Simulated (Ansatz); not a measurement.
# HfRu3 (Pm-3m) in Ansatz: convergence with smearing width

Aim: find how far smearing width must go before the results for HfRu3 settle, at PBE. This setting moves, with any that are tied to it; all else stays.

Everything below comes from runs of Ansatz 0.2.0. Logs are shortened: lines on timing, memory, paths and dates and some standing lists are left out, and cuts for length are marked.

## Step 1: The crystal as given

The structure is cubic, space group Pm-3m (No. 221). Conventional cell: a = 3.956 Å, b = 3.956 Å, c = 3.956 Å, α = 90.00°, β = 90.00°, γ = 90.00°. Around Hf (site symmetry m-3m) lie 12 Ru at 2.80 Å. Ru (site symmetry 4/mmm) is surrounded by 4 Hf at 2.80 Å and 8 Ru at 2.80 Å.

The cell comes from a database or a generator and needn't be the stable form of this composition.

## Step 2: With smearing width 0.3 eV

Contents of input.yaml:

```yaml
crystal:
  lattice:
    - [3.955773, 0.0, 0.0]
    - [0.0, 3.955773, 0.0]
    - [0.0, 0.0, 3.955773]
  atoms:
    - { symbol: Hf, position: [0.0, 0.0, 0.0] }
    - { symbol: Ru, position: [0.0, 0.5, 0.5] }
    - { symbol: Ru, position: [0.5, 0.0, 0.5] }
    - { symbol: Ru, position: [0.5, 0.5, 0.0] }
hamiltonian:
  xc: pbe
  pseudopotentials: { kind: paw }
kpoints:
  mp_grid: { grid: [6, 6, 6] }
scf:
  occupations: { method: methfessel_paxton, width: 0.3 }
output:
  forces: true
  stress: true
  eigenvalues: true
```

Potentials or basis: Ansatz PAW.

On the command line:

```
$ ansatz run input.yaml --threads 2 --pin off --max-ram 5632MiB --backend cpu --events-out ev --progress --plain --runs-dir out
```

Standard output:

```text
Warning: RAYON_NUM_THREADS=2 ignored (pool sized by the plan → 2); use --threads N
Engine: ansatz 0.2.0, x86_64-unknown-linux-gnu
Pseudopotentials: kind: paw
Pseudopotential: Hf, paw, valence charge 26, recommended cutoff 420 eV (normal), Hf.paw.azcp
Pseudopotential: Ru, paw, valence charge 16, recommended cutoff 420 eV (normal), Ru.paw.azcp
Functional definition: PBE
  parameter kappa = 0.804
  parameter beta = 0.06672455060314922
  exchange = pbe_x(kappa = kappa, mu = beta*pi^2/3)
  correlation = pbe_c(beta = beta)
Crystal: 4 atoms, lattice volume = 61.900 Å³
Basis set: ecut = 420 eV, 1213 PW (Γ), exchange–correlation on 54×54×54 points (8 copies of the dense FFT grid, shifted against one another)
Bands: 45, of which v1, the nominal top of the filled ones, is band 37 counted from 1 (36 counted from 0)
Symmetry: 48 space group operations
Space group: Pm-3m (ITA 221), of the structure as read, at distance tolerance 4.0e-5 Å
k-points: 20 of 216
Non-local potential: Hf, projectors of the file, l = 0: 3, l = 1: 2, l = 2: 2, l = 3: 3
Non-local potential: Ru, projectors of the file, l = 0: 3, l = 1: 2, l = 2: 2, l = 3: 1
PAW form: soft (Blöchl's): semilocal exchange-correlation on the pseudo side does not see the compensation charge
PAW one-centre angular grid: Hf, 590 points (default); XC on 64 Gauss nodes
PAW one-centre angular grid: Ru, 590 points (default); XC on 64 Gauss nodes
[... 24 lines left out ...]
  E_local      = -8792.977931  (includes V_loc(G=0)·N_el)
  E_nonlocal   = -211.701537
  E_hartree    = 3592.431794
  E_xc         = -872.403384
  E_vxc        = -984.659750  (∫ρ·V_xc dr)
  E_paw        = -17312.257540  (= ΣΔE_a)
  E_vpaw       = 752.953575  (= ΣTr[D̂ρ^β])
  E_aug_tail   = -0.000478  (compensation charges beyond the density's cutoff)
  E_ewald      = -11731.842277
  E_smearing   = 0.009472  (= −TS)
  E_closure    = -0.000000  (closes the sum)
  Σ components = -33358.121677   (vs F -33358.121677, Δ=0.00e0)
--- Forces (eV/Å), atoms counted from 1 ---
  atom   1  Hf     0.00000000     0.00000000     0.00000000
  atom   2  Ru     0.00000000    -0.00000000     0.00000000
  atom   3  Ru     0.00000000    -0.00000000    -0.00000000
  atom   4  Ru     0.00000000    -0.00000000     0.00000000
  max |Σ_I F_I| component: 6.99e-29 eV/Å
--- Stress (GPa, compression-positive) ---
       -1.137812      -0.000000       0.000000
        0.000000      -1.137812       0.000000
        0.000000      -0.000000      -1.137812
  P = ⅓ Tr σ = -1.1378 GPa (-11.378 kbar)
--- Band table (eV; the first three rows and the last of 20) ---
  k-point 0: bands = ["-50.1400", "-50.0334", "-50.0334", "-39.0255", "-20.3564", "-20.3564", "-20.3564", "-20.0078", "-20.0078", "-20.0078", "-19.8794", "-19.8794", "-19.8794", "-7.7341", "-7.7341", "-7.7341", "11.0316", "11.0316", "11.0316", "11.0348", "11.0348", "11.0348", "11.0408", "14.8441", "16.9814", "17.0443", "17.0443", "17.6125", "17.6125", "17.6125", "20.7379", "20.7379", "20.7379", "22.6760", "22.6760", "23.8243", "24.2835", "24.2835", "24.2835", "25.9762", "25.9762", "25.9762", "26.9620", "26.9620", "28.6138"]
  k-point 1: bands = ["-50.1336", "-50.0397", "-50.0333", "-39.0257", "-20.3385", "-20.3385", "-20.3260", "-20.0140", "-20.0140", "-20.0099", "-19.9119", "-19.8911", "-19.8911", "-7.7548", "-7.7388", "-7.7388", "11.0290", "11.0306", "11.0306", "11.0308", "11.0347", "11.0347", "11.0393", "15.2250", "17.1879", "17.2951", "17.3314", "17.7694", "17.8670", "17.8670", "20.4858", "20.9001", "20.9001", "22.3834", "22.7145", "23.1420", "23.1420", "23.5087", "24.2845", "24.5541", "25.9999", "25.9999", "26.6529", "26.9283", "28.5478"]
  k-point 2: bands = ["-50.1173", "-50.0559", "-50.0332", "-39.0260", "-20.2964", "-20.2964", "-20.2429", "-20.0349", "-20.0349", "-20.0140", "-19.9991", "-19.9124", "-19.9124", "-7.7960", "-7.7483", "-7.7483", "11.0233", "11.0239", "11.0287", "11.0287", "11.0345", "11.0345", "11.0362", "16.2436", "17.5785", "17.9151", "18.0576", "18.2025", "18.6051", "18.6051", "19.8686", "21.0487", "21.0487", "21.6846", "21.7502", "21.7502", "22.4569", "22.4847", "22.9698", "24.2865", "25.0663", "25.0663", "26.0721", "26.1074", "28.4377"]
  k-point 19: bands = ["-50.0682", "-50.0682", "-50.0682", "-39.0244", "-20.5500", "-20.2730", "-20.2730", "-20.2730", "-19.9448", "-19.9448", "-19.8444", "-19.8444", "-19.8444", "-7.7598", "-7.7598", "-7.7598", "11.0293", "11.0293", "11.0293", "11.0352", "11.0352", "11.0352", "11.0375", "17.1073", "17.2617", "17.2617", "17.2617", "20.0839", "20.0839", "20.0839", "20.6436", "20.6436", "20.6436", "21.2026", "21.2026", "23.1006", "23.7114", "23.7114", "23.7114", "23.8580", "23.8580", "23.8580", "26.4059", "26.4059", "26.4059"]
```

It took 1.4 s on 2 threads of Intel Xeon Platinum 8488C (Sapphire Rapids), shared host; peak memory 0.42 GiB.

Results:

- Free energy: -33358.1217 eV
- Pressure: -1.1 GPa
- Band gap on the k mesh: none (metal or under the smearing width)

## Step 3: With smearing width 0.2 eV

Edit input.yaml of step 2 so:

```diff
@@ -16,3 +16,3 @@
 scf:
-  occupations: { method: methfessel_paxton, width: 0.3 }
+  occupations: { method: methfessel_paxton, width: 0.2 }
 output:
```

Potentials or basis: Ansatz PAW.

On the command line:

```
$ ansatz run input.yaml --threads 2 --pin off --max-ram 5632MiB --backend cpu --events-out ev --progress --plain --runs-dir out
```

It took 1.3 s on 2 threads of Intel Xeon Platinum 8488C (Sapphire Rapids), shared host; peak memory 0.43 GiB.

Results:

```yaml
Free_energy: -33358.1228 eV
Pressure: -1.1 GPa
Band_gap_on_the_k_mesh: none (metal or under the smearing width)
```

## Step 4: With smearing width 0.15 eV

Edit input.yaml of step 3 so:

```diff
@@ -16,3 +16,3 @@
 scf:
-  occupations: { method: methfessel_paxton, width: 0.2 }
+  occupations: { method: methfessel_paxton, width: 0.15 }
 output:
```

On the command line:

```
$ ansatz run input.yaml --threads 2 --pin off --max-ram 5632MiB --backend cpu --events-out ev --progress --plain --runs-dir out
```

It took 1.2 s on 2 threads of Intel Xeon Platinum 8488C (Sapphire Rapids), shared host; peak memory 0.43 GiB.

What came out:

```yaml
Free_energy: -33358.1220 eV
Pressure: -1.1 GPa
Band_gap_on_the_k_mesh: none (metal or under the smearing width)
```

## Step 5: With smearing width 0.1 eV

Edit input.yaml of step 4 so:

```diff
@@ -16,3 +16,3 @@
 scf:
-  occupations: { method: methfessel_paxton, width: 0.15 }
+  occupations: { method: methfessel_paxton, width: 0.1 }
 output:
```

On the command line:

```
$ ansatz run input.yaml --threads 2 --pin off --max-ram 5632MiB --backend cpu --events-out ev --progress --plain --runs-dir out
```

Wall time 1.3 s (2 threads of Intel Xeon Platinum 8488C (Sapphire Rapids), shared host); peak memory 0.43 GiB.

Results:

| Item | Value |
| --- | --- |
| Free energy | -33358.1206 eV |
| Pressure | -1.1 GPa |
| Band gap on the k mesh | none (metal or under the smearing width) |

## Step 6: With smearing width 0.05 eV

Edit input.yaml of step 5 so:

```diff
@@ -16,3 +16,3 @@
 scf:
-  occupations: { method: methfessel_paxton, width: 0.1 }
+  occupations: { method: methfessel_paxton, width: 0.05 }
 output:
```

Potentials or basis: Ansatz PAW.

On the command line:

```
$ ansatz run input.yaml --threads 2 --pin off --max-ram 5632MiB --backend cpu --events-out ev --progress --plain --runs-dir out
```

It took 1.2 s on 2 threads of Intel Xeon Platinum 8488C (Sapphire Rapids), shared host; peak memory 0.43 GiB.

Results (log left out):

```
Free energy            : -33358.1180 eV
Pressure               : -1.1 GPa
Band gap on the k mesh : none (metal or under the smearing width)
```

## Step 7: With smearing width 0.025 eV

Edit input.yaml of step 6 so:

```diff
@@ -16,3 +16,3 @@
 scf:
-  occupations: { method: methfessel_paxton, width: 0.05 }
+  occupations: { method: methfessel_paxton, width: 0.025 }
 output:
```

On the command line:

```
$ ansatz run input.yaml --threads 2 --pin off --max-ram 5632MiB --backend cpu --events-out ev --progress --plain --runs-dir out
```

Wall time 1.2 s (2 threads of Intel Xeon Platinum 8488C (Sapphire Rapids), shared host); peak memory 0.43 GiB.

The run converged. Its results:

```
Free energy            : -33358.1175 eV
Pressure               : -1.1 GPa
Band gap on the k mesh : none (metal or under the smearing width)
```

## Step 8: With smearing width 0.01 eV

Edit input.yaml of step 7 so:

```diff
@@ -16,3 +16,3 @@
 scf:
-  occupations: { method: methfessel_paxton, width: 0.025 }
+  occupations: { method: methfessel_paxton, width: 0.01 }
 output:
```

On the command line:

```
$ ansatz run input.yaml --threads 2 --pin off --max-ram 5632MiB --backend cpu --events-out ev --progress --plain --runs-dir out
```

Run time: 1.3 s. Hardware: 2 threads of Intel Xeon Platinum 8488C (Sapphire Rapids), shared host; peak memory 0.43 GiB.

The run converged. Its results:

| Item | Value |
| --- | --- |
| Free energy | -33358.1173 eV |
| Pressure | -1.1 GPa |
| Band gap on the k mesh | none (metal or under the smearing width) |

## Step 9: With smearing width 0.005 eV

Edit input.yaml of step 8 so:

```diff
@@ -16,3 +16,3 @@
 scf:
-  occupations: { method: methfessel_paxton, width: 0.01 }
+  occupations: { method: methfessel_paxton, width: 0.005 }
 output:
```

Potentials or basis: Ansatz PAW.

On the command line:

```
$ ansatz run input.yaml --threads 2 --pin off --max-ram 5632MiB --backend cpu --events-out ev --progress --plain --runs-dir out
```

It took 1.3 s on 2 threads of Intel Xeon Platinum 8488C (Sapphire Rapids), shared host; peak memory 0.43 GiB.

Results (log left out):

```yaml
Free_energy: -33358.1172 eV
Pressure: -1.1 GPa
Band_gap_on_the_k_mesh: none (metal or under the smearing width)
```

## Step 10: The series at a glance

| smearing width | energy less the tightest run, at zero smearing (meV/atom) | pressure (GPa) | SCF cycles | CPU time (s) | peak memory (GiB) |
| --- | --- | --- | --- | --- | --- |
| 0.3 eV | -1.73 | -1.14 | 7 | 2.5 | 0.42 |
| 0.2 eV | -1.29 | -1.12 | 7 | 2.4 | 0.43 |
| 0.15 eV | -1.02 | -1.11 | 7 | 2.2 | 0.43 |
| 0.1 eV | -0.64 | -1.09 | 7 | 2.4 | 0.43 |
| 0.05 eV | -0.06 | -1.08 | 7 | 2.2 | 0.43 |
| 0.025 eV | -0.09 | -1.09 | 7 | 2.2 | 0.43 |
| 0.01 eV | -0.03 | -1.10 | 7 | 2.3 | 0.43 |
| 0.005 eV | 0.00 | -1.10 | 7 | 2.3 | 0.43 |

Against the tightest run, the energy stays within 1 meV/atom from 0.1 eV on; the pressure stays within 0.1 GPa from 0.3 eV on. Narrower smearing needs a denser k mesh, so at a fixed mesh the narrowest width isn't the most accurate. The tightest run that finished is the yardstick and may itself not be fully converged.
